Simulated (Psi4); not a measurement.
# SnHSCl (SMILES [SH][Sn][Cl]): r2SCAN/def2-SVP (core potential)

What is the energy change on altering one bond length of SnHSCl at r2SCAN/def2-SVP (core potential)? 

Program for the calculation: Psi4 1.11.

**1. The system as given**

SnHSCl: 4 atoms, total charge 0, spin state singlet. As SMILES, `[SH][Sn][Cl]`. The coordinates come from a PBE0-D4/def2-TZVP relaxation.

Bond lengths: S1–Sn2 2.427 Å, Sn2–Cl3 2.379 Å, S1–H4 1.344 Å. Angles: S1–Sn2–Cl3 96.5°, Sn2–S1–H4 93.1°.

**2. Energy and gradient at r2SCAN/def2-SVP (core potential)**

The input, calc.py:

```python
import psi4

psi4.set_memory(1600000000)
psi4.set_num_threads(1)
psi4.set_output_file('psi4.out', False)

m = psi4.geometry("""
0 1
S      0.35092214     2.81285734    -0.77422079
Sn    -2.63749075    -0.66461668    -0.64590839
Cl     0.16780768    -3.68553286     1.14857554
H      2.22364073     1.42353069     0.23319220
units bohr
symmetry c1
no_reorient
no_com
""")

psi4.set_options({
    'basis': 'def2-SVP',
    'reference': 'rks',
    'puream': True,
    'e_convergence': 1e-09,
    'd_convergence': 1e-08,
    'scf_type': 'pk',
    'dft_radial_points': 99,
    'dft_spherical_points': 590,
})

energy_value, wavefunction = psi4.gradient("r2scan", molecule=m, return_wfn=True)
psi4.oeprop(wavefunction, "MULLIKEN_CHARGES", "MAYER_INDICES", "WIBERG_LOWDIN_INDICES")
print('gradient / Eh bohr^-1')
print(energy_value.np.round(6))
print(f'energy = {wavefunction.energy():.10f} Eh')
```

Run with:

```sh
$ python calc.py
```

psi4.out, shortened:

```text
[...]
    !!!  WARNING: ECP capability is in beta. Please check occupations closely.  !!!
[...]
  Running in c1 symmetry.
[...]
  Nuclear repulsion =  213.489034279884720
[...]
  Multiplicity = 1
[...]
  Nalpha       = 28
  Nbeta        = 28
[...]
    Number of basis functions: 67
[...]
   @RKS iter   1: -1073.05446238061199   -1.15864e+00   5.96324e-03 ADIIS/DIIS
[...]
   @RKS iter  12: -1073.13954345494449   -6.82121e-13   4.15440e-09 DIIS
[...]
    Orbital Energies [Eh]
    ---------------------
    Doubly Occupied:
       1A   -101.146714     2A    -88.524407     3A     -9.346412
       4A     -7.858359     5A     -7.093887     6A     -7.089577
       7A     -7.088279     8A     -5.808117     9A     -5.804397
      10A     -5.801794    11A     -5.073009    12A     -3.415696
      13A     -3.411580    14A     -3.407686    15A     -1.002230
      16A     -0.999649    17A     -0.997868    18A     -0.996446
      19A     -0.993284    20A     -0.751075    21A     -0.685290
      22A     -0.450035    23A     -0.380875    24A     -0.311058
      25A     -0.294947    26A     -0.287490    27A     -0.251025
      28A     -0.243401
[...]
  @RKS Final Energy: -1073.13954345494449
   => Energetics <=
    Nuclear Repulsion Energy =            213.4890342798847200
    One-Electron Energy =               -1988.4677970089828705
    Two-Electron Energy =                 774.2623768615528661
    DFT Exchange-Correlation Energy =     -72.4231575873990607
    Empirical Dispersion Energy =           0.0000000000000000
    VV10 Nonlocal Energy =                  0.0000000000000000
    Total Energy =                      -1073.1395434549444872
[...]
 Multipole Moments:
 ------------------------------------------------------------------------------------
     Multipole            Electronic (a.u.)      Nuclear  (a.u.)        Total (a.u.)
 ------------------------------------------------------------------------------------
 L = 1.  Multiply by 2.5417464519 to convert [e a0] to [Debye]
 Dipole X            :         46.7168069          -47.3336710           -0.6168641
 Dipole Y            :         30.9558255          -30.8463774            0.1094480
 Dipole Z            :          6.6130828           -6.8385408           -0.2254580
 Magnitude           :                                                    0.6658314
[...]
  -Total Gradient:
     Atom            X                  Y                   Z
    ------   -----------------  -----------------  -----------------
       1       -0.001526949177    -0.008178234240     0.002014118768
       2        0.010432239887     0.000547004137     0.003085717303
       3       -0.004691298677     0.004389763996    -0.002800708449
       4       -0.003561371970     0.002552422998    -0.001885811875
[...]
  Mulliken Charges: (a.u.)
   Center  Symbol    Alpha    Beta     Spin     Total
       1     S     8.14996  8.14996  0.00000 -0.29991
       2    SN    10.73449 10.73449  0.00000  0.53101
       3    CL     8.67206  8.67206  0.00000 -0.34413
       4     H     0.44349  0.44349  0.00000  0.11303
   Total alpha = 28.00000, Total beta = 28.00000, Total charge = -0.00000
  Mayer Bond Indices:
[...]
```

The script printed:

```text
gradient / Eh bohr^-1
[[-0.001527 -0.008178  0.002014]
 [ 0.010432  0.000547  0.003086]
 [-0.004691  0.00439  -0.002801]
 [-0.003561  0.002552 -0.001886]]
energy = -1073.1395434549 Eh
```

Run time: 41 s. Hardware: 1 thread of Intel Xeon at 2.50GHz (Skylake/Cascade Lake), shared host; peak memory 1.1 GiB.

**3. The distorted shape: a single-point energy at r2SCAN/def2-SVP (core potential)**

The input, clhssn.py:

```python
import psi4

psi4.set_memory('1600 MB')
psi4.set_num_threads(1)
psi4.core.set_output_file('clhssn.out', False)

molecule = psi4.geometry("""
0 1
S      0.422915     1.764536    -0.419885
Sn    -1.395700    -0.351700    -0.341800
Cl     0.088800    -1.950300     0.607800
H      1.413915     1.029336     0.113215
symmetry c1
""")

psi4.set_options({
    'basis': 'def2-SVP',
    'puream': True,
    'e_convergence': 1e-09,
    'd_convergence': 1e-08,
    'scf_type': 'pk',
    'dft_radial_points': 99,
    'dft_spherical_points': 590,
})

e_tot = psi4.energy('r2scan', molecule=molecule)
print('E =', round(e_tot, 9))
for k, v in sorted(psi4.core.scalar_variables().items()):
    print(f'{k:45s} {v:18.10f}')
```

Run with:

```sh
$ python clhssn.py
```

clhssn.out, shortened:

```text
[...]
    !!!  WARNING: ECP capability is in beta. Please check occupations closely.  !!!
[...]
  Running in c1 symmetry.
[...]
  Nuclear repulsion =  199.821992896457544
[...]
  Multiplicity = 1
[...]
  Nalpha       = 28
  Nbeta        = 28
[...]
    Number of basis functions: 67
[...]
   @RKS iter   1: -1073.03382779583853   -1.29469e+00   5.98218e-03 DIIS/ADIIS
[...]
   @RKS iter  13: -1073.12538738757030   -2.72848e-12   3.57919e-09 DIIS
[...]
    Orbital Energies [Eh]
    ---------------------
    Doubly Occupied:
       1A   -101.157513     2A    -88.508501     3A     -9.357030
       4A     -7.839019     5A     -7.104452     6A     -7.100248
       7A     -7.098944     8A     -5.789047     9A     -5.785830
      10A     -5.782170    11A     -5.088349    12A     -3.430969
      13A     -3.426128    14A     -3.423458    15A     -1.016484
      16A     -1.013848    17A     -1.011364    18A     -1.009787
      19A     -1.007488    20A     -0.758871    21A     -0.652091
      22A     -0.450740    23A     -0.356373    24A     -0.307164
      25A     -0.301689    26A     -0.298864    27A     -0.239048
      28A     -0.221709
[...]
  @RKS Final Energy: -1073.12538738757030
   => Energetics <=
    Nuclear Repulsion Energy =            199.8219928964575445
    One-Electron Energy =               -1961.0987737554880823
    Two-Electron Energy =                 760.5137035120086466
    DFT Exchange-Correlation Energy =     -72.3623100405483228
    Empirical Dispersion Energy =           0.0000000000000000
    VV10 Nonlocal Energy =                  0.0000000000000000
    Total Energy =                      -1073.1253873875702993
[...]
 Multipole Moments:
 ------------------------------------------------------------------------------------
     Multipole            Electronic (a.u.)      Nuclear  (a.u.)        Total (a.u.)
 ------------------------------------------------------------------------------------
 L = 1.  Multiply by 2.5417464519 to convert [e a0] to [Debye]
 Dipole X            :        -45.3936749           44.3918136           -1.0018613
 Dipole Y            :         -8.2019195            7.8313274           -0.3705921
 Dipole Z            :        -11.6457493           11.4465751           -0.1991741
 Magnitude           :                                                    1.0866163
[...]
```

The script printed:

```text
E = -1073.125387388
CURRENT ENERGY                                  -1073.1253873876
CURRENT REFERENCE ENERGY                        -1073.1253873876
DD SOLVATION ENERGY                                 0.0000000000
DFT FUNCTIONAL TOTAL ENERGY                     -1073.1253873876
DFT TOTAL ENERGY                                -1073.1253873876
DFT VV10 ENERGY                                     0.0000000000
DFT XC ENERGY                                     -72.3623100405
GRID ELECTRONS ALPHA                               28.0000002576
GRID ELECTRONS BETA                                28.0000002576
GRID ELECTRONS TOTAL                               56.0000005151
NUCLEAR REPULSION ENERGY                          199.8219928965
ONE-ELECTRON ENERGY                             -1961.0987737555
PCM POLARIZATION ENERGY                             0.0000000000
PE ENERGY                                           0.0000000000
SCF ITERATION ENERGY                            -1073.1253873876
SCF ITERATIONS                                     13.0000000000
SCF TOTAL ENERGY                                -1073.1253873876
TWO-ELECTRON ENERGY                               760.5137035120
XC GRID RADIAL POINTS                              99.0000000000
XC GRID SPHERICAL POINTS                          590.0000000000
XC GRID TOTAL POINTS                           219093.0000000000
```

Run time: 30 s. Hardware: 1 thread of Intel Xeon at 2.50GHz (Skylake/Cascade Lake), shared host; peak memory 1.1 GiB.

**4. Outcome**

At r2SCAN/def2-SVP (core potential):

| quantity | value |
| --- | --- |
| first shape: total energy | -1073.13954 Eh |
| first shape: dipole moment | 1.69 D |
| first shape: HOMO energy | -6.62 eV |
| first shape: LUMO energy | -3.29 eV |
| first shape: HOMO–LUMO gap | 3.33 eV |
| first shape: largest force on an atom | 0.560 eV/Å |
| distorted shape: total energy | -1073.12539 Eh |
| distorted shape: dipole moment | 2.76 D |
| distorted shape: HOMO energy | -6.03 eV |
| distorted shape: LUMO energy | -3.71 eV |
| distorted shape: HOMO–LUMO gap | 2.32 eV |
| energy change with the S1–Sn2 bond stretched from 2.427 to 2.791 Å | 0.385 eV |

**Reading.** With the S1–Sn2 bond stretched from 2.427 to 2.791 Å the energy rises by 0.39 eV (8.9 kcal/mol). The first shape isn't relaxed at this level, so the change isn't measured from a minimum. The largest force (first shape) is 0.56 eV/Å: the shape isn't a stationary point for this species at this level.
